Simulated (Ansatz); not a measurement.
# Cl2FH3OSi2: one species, many methods

The task here is to estimate one member of a computed series from the others.

The runs use Ansatz 0.2.0, Gaussian basis; functionals in def2-TZVPP, the program's frozen cores in correlated methods.

Levels to be run: LDA (SPW92), PBE-D4, revPBE-D4, BLYP-D4, r2SCAN-D4, B97M-V, PBE0-D4, B3LYP-D4, r2SCANh-D4, r2SCAN0-D4, HSE06-D4, BHLYP-D4, CAM-B3LYP-D4, LC-ωPBE, ωB97X-V, ωB97M-V, B2PLYP, PBE-QIDH; CCSD(T)/def2-SVP; CCSD(T)/def2-TZVPP; MP2/def2-QZVPP; extrapolation to the limit; RPA on PBE.

## The relaxed structure

The geometry comes from an earlier relaxation with PBE0-D4 in a triple-zeta def2 set; it is a stationary point, not always the lowest conformer.

SMILES `O[SiH2][Si](F)(Cl)Cl`, 9 atoms, charge 0, spin multiplicity 1.

Atoms are counted from 1 here; the program's logs count them from 0.

Bond lengths: O1–Si2 1.645 Å, O1–H7 0.958 Å, Si2–Si3 2.336 Å, Si2–H8 1.489 Å, Si2–H9 1.488 Å, Si3–F4 1.588 Å, Si3–Cl5 2.042 Å, Si3–Cl6 2.036 Å. Angles: Si2–O1–H7 118.9°, O1–Si2–Si3 106.4°, O1–Si2–H8 112.5°, O1–Si2–H9 112.7°, Si3–Si2–H8 108.8°, Si3–Si2–H9 108.0°, H8–Si2–H9 108.3°, Si2–Si3–F4 112.3°, Si2–Si3–Cl5 108.6°, Si2–Si3–Cl6 112.4°, F4–Si3–Cl5 107.1°, F4–Si3–Cl6 107.2°, Cl5–Si3–Cl6 109.1°.

Coordinates:

```xyz
9

O     1.3132   -0.9184    1.1931
Si    0.2084   -0.9545   -0.0247
Si   -0.4811    1.2528   -0.3559
F     0.7068    2.1898   -0.8387
Cl   -1.9007    1.2789   -1.8228
Cl   -1.2552    2.0857    1.3330
H     1.7118   -1.7406    1.4814
H     0.7786   -1.4755   -1.2975
H    -0.9931   -1.7644    0.3151
```

Set-up of the first run:

in.yaml

```yaml
crystal:
  periodic: [false, false, false]
  atoms:
    - {symbol: O, position_ang: [1.313197, -0.918391, 1.193055]}
    - {symbol: Si, position_ang: [0.208358, -0.954534, -0.024744]}
    - {symbol: Si, position_ang: [-0.481128, 1.252807, -0.355867]}
    - {symbol: F, position_ang: [0.706763, 2.189786, -0.838661]}
    - {symbol: Cl, position_ang: [-1.900727, 1.278890, -1.822797]}
    - {symbol: Cl, position_ang: [-1.255216, 2.085740, 1.333006]}
    - {symbol: H, position_ang: [1.711810, -1.740602, 1.481401]}
    - {symbol: H, position_ang: [0.778629, -1.475474, -1.297540]}
    - {symbol: H, position_ang: [-0.993087, -1.764422, 0.315149]}
basis:
  gaussian: {orbitals: def2-TZVPP}
hamiltonian: {xc: lda}
output: {orbitals: {seedname: orbitals}}
```

Started as:

```
ansatz run in.yaml --threads 4 --pin off --events-out ev --progress --plain --max-ram 10444MiB
```

Among the steps run: LDA; PBE-D4 (GGA); revPBE-D4 (GGA); BLYP-D4 (GGA); r2SCAN-D4 (meta-GGA); B97M-V (meta-GGA); B3LYP-D4 (hybrid); r2SCANh-D4 (hybrid); r2SCAN0-D4 (hybrid); HSE06-D4 (hybrid); BHLYP-D4 (hybrid); CAM-B3LYP-D4 (range-separated); LC-ωPBE (range-separated); ωB97X-V (range-separated); ωB97M-V (range-separated); B2PLYP (double hybrid); PBE-QIDH (double hybrid).

One table of the session follows, with a row left open; its other results are not shown here.

It belongs to the step «Orbital energies across the functionals». 

| functional | HOMO (eV) | gap (eV) |
| --- | --- | --- |
| LDA (SPW92) | -7.42 | 5.37 |
| PBE-D4 | -7.31 | 5.52 |
| revPBE-D4 | -7.26 | 5.59 |
| BLYP-D4 | -7.19 | 5.56 |
| r2SCAN-D4 | -7.62 | 6.14 |
| B97M-V | -7.70 | 6.05 |
| PBE0-D4 | -8.56 | 7.61 |
| B3LYP-D4 | ? | ? |
| r2SCANh-D4 | -8.07 | 6.89 |
| r2SCAN0-D4 | -8.76 | 8.00 |
| HSE06-D4 | -8.17 | 6.84 |
| BHLYP-D4 | -9.72 | 9.67 |
| CAM-B3LYP-D4 | -9.88 | 9.95 |
| LC-ωPBE | -11.17 | 12.41 |
| ωB97X-V | -10.85 | 11.95 |
| ωB97M-V | -10.60 | 11.39 |

**Question.** Estimate the row for B3LYP-D4.

Worked estimate for «HOMO (eV)». Against the share of exact exchange, BLYP-D4 (0, -7.19), BHLYP-D4 (0.5, -9.72) give a slope of -5.06 per unit share; at 0.2 the line stands at -8.20.

**Answer.** HOMO (eV): -8.36; gap (eV): 7.22. In «HOMO (eV)» the line misses by +0.16.
